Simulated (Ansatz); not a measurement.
# Ba3Hf: the cost of one run

Program: Ansatz 0.2.0. Level of theory: DFT PBE, scalar-relativistic, plane waves, PAW. These are calculated values, not measurements.

## Step 1: The structure to begin with

It takes space group P6_3/mmc (No. 194, hexagonal). The conventional cell has a = 7.286 Å, b = 7.286 Å, c = 5.848 Å, α = 90.00°, β = 90.00°, γ = 120.00°. Ba (site symmetry mm2) has 4 Hf at 3.60 to 3.64 Å and 8 Ba at 3.60 to 3.65 Å as nearest neighbours. Hf (site symmetry -6m2) has 12 Ba at 3.60 to 3.64 Å as nearest neighbours.

As a file:

```
CELL_PARAMETERS angstrom
7.28630 0.00000 0.00000
-3.64315 6.31012 0.00000
0.00000 0.00000 5.84838
ATOMIC_POSITIONS crystal
Ba 0.83300 0.66600 0.25000
Ba 0.16700 0.83300 0.75000
Ba 0.33400 0.16700 0.25000
Ba 0.16700 0.33400 0.75000
Ba 0.83300 0.16700 0.25000
Ba 0.66600 0.83300 0.75000
Hf 0.33333 0.66667 0.25000
Hf 0.66667 0.33333 0.75000
```

This is candidate A: Ni3Sn (D0_19) type (P6_3/mmc, No. 194).

(A quick probe on a coarse mesh, which set the mesh and smearing, is not shown.)

## Step 3: Rough relaxation on the coarse mesh (candidate A)

Contents of input.yaml:

```yaml
crystal:
  lattice:
    - [7.2862985403, 0.0, 0.0]
    - [-3.6431492701, 6.3101196354, 0.0]
    - [0.0, 0.0, 5.8483787984]
  atoms:
    - { symbol: Ba, position: [0.833, 0.666, 0.25] }
    - { symbol: Ba, position: [0.167, 0.833, 0.75] }
    - { symbol: Ba, position: [0.334, 0.167, 0.25] }
    - { symbol: Ba, position: [0.167, 0.334, 0.75] }
    - { symbol: Ba, position: [0.833, 0.167, 0.25] }
    - { symbol: Ba, position: [0.666, 0.833, 0.75] }
    - { symbol: Hf, position: [0.3333333333, 0.6666666667, 0.25] }
    - { symbol: Hf, position: [0.6666666667, 0.3333333333, 0.75] }
basis:
  ecutwfc: 420
kpoints:
  mp_grid: { grid: [3, 3, 4] }
hamiltonian:
  xc: pbe
scf:
  occupations: { method: gaussian, width: 0.1 }
  lower_state_search: "off"
output:
  forces: true
  stress: true
  eigenvalues: true
relax:
  adjacent_minimum: "off"
  f_tol: 0.04
  max_steps: 70
  cell: { stress_tol: 0.4 }
```

The run is started by

```sh
$ ansatz run input.yaml --threads 1 --pin off --max-ram 2560MiB --backend cpu --events-out ev --progress --plain --runs-dir out
```

**Question.** How long does this run take on 1 thread of AMD EPYC 9R45 (Zen 5), shared host, and how much memory does it need?

About 32 s, with a peak of 0.67 GiB.
